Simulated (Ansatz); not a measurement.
# CuI: the cost of one run

Program: Ansatz 0.2.0. Level of theory: DFT PBE+U, PAW, plane waves, scalar-relativistic; U − J = 6.9 eV on Cu d. These are calculated values, not measurements.

The COD entry's cell or inner coordinates are ideal or old and differ from later refinements, so a difference from it is no clean test against experiment.

### 1 The system as given

Symmetry: F-43m, No. 216, cubic system. Conventional cell: a = 6.063 Å, b = 6.063 Å, c = 6.063 Å, α = 90.00°, β = 90.00°, γ = 90.00°. Cu (site symmetry -43m) is surrounded by 4 I at 2.63 Å. I (site symmetry -43m) is surrounded by 4 Cu at 2.63 Å.

Coordinates:

```xyz
4
Lattice="6.0630 3.0315 3.0315 3.0315 6.0630 3.0315 3.0315 3.0315 6.0630" Properties=species:S:1:pos:R:3 pbc="T T T"
Cu    4.5473    4.5473    4.5473
Cu   10.6102   10.6102   10.6102
I     0.0000    0.0000    0.0000
I     6.0630    6.0630    6.0630
```

In tables a label like I4 counts atoms in the order of input.yaml; a structure file may count by element.

First come: parallel moments, plain SCF; opposed moments +-, plain SCF; no spin polarisation; spin on, no moments given (the program may seed its own), plain SCF. What is tried next depends on their ends.

A plain SCF has the search for lower states switched off and ends at the first converged state. 

Site moments are integrals over atomic spheres and don't add up to the total.

### 2 Parallel moments, plain SCF

Input file input.yaml:

```yaml
crystal:
  lattice:
    - [6.063, 3.0315, 3.0315]
    - [3.0315, 6.063, 3.0315]
    - [3.0315, 3.0315, 6.063]
  atoms:
    - { symbol: Cu, position: [0.375, 0.375, 0.375], spin: 1.0 }
    - { symbol: Cu, position: [0.875, 0.875, 0.875], spin: 1.0 }
    - { symbol: I, position: [0.0, 0.0, 0.0] }
    - { symbol: I, position: [0.5, 0.5, 0.5] }
magnetization:
  spin_polarized: true
hamiltonian:
  xc: pbe
  pseudopotentials: { kind: paw }
  hubbard: { sites: [{ species: Cu, l: d, u_eff: 6.9 }] }
basis:
  ecutwfc: 420
kpoints:
  mp_grid: { grid: [6, 6, 6] }
scf:
  occupations: { method: fermi_dirac, width: 0.1 }
  lower_state_search: "off"
output:
  forces: true
  stress: true
```

Q: Estimate wall time and peak memory on 2 threads of an Arm CPU, shared host.

About 23 s, with a peak of 0.55 GiB.
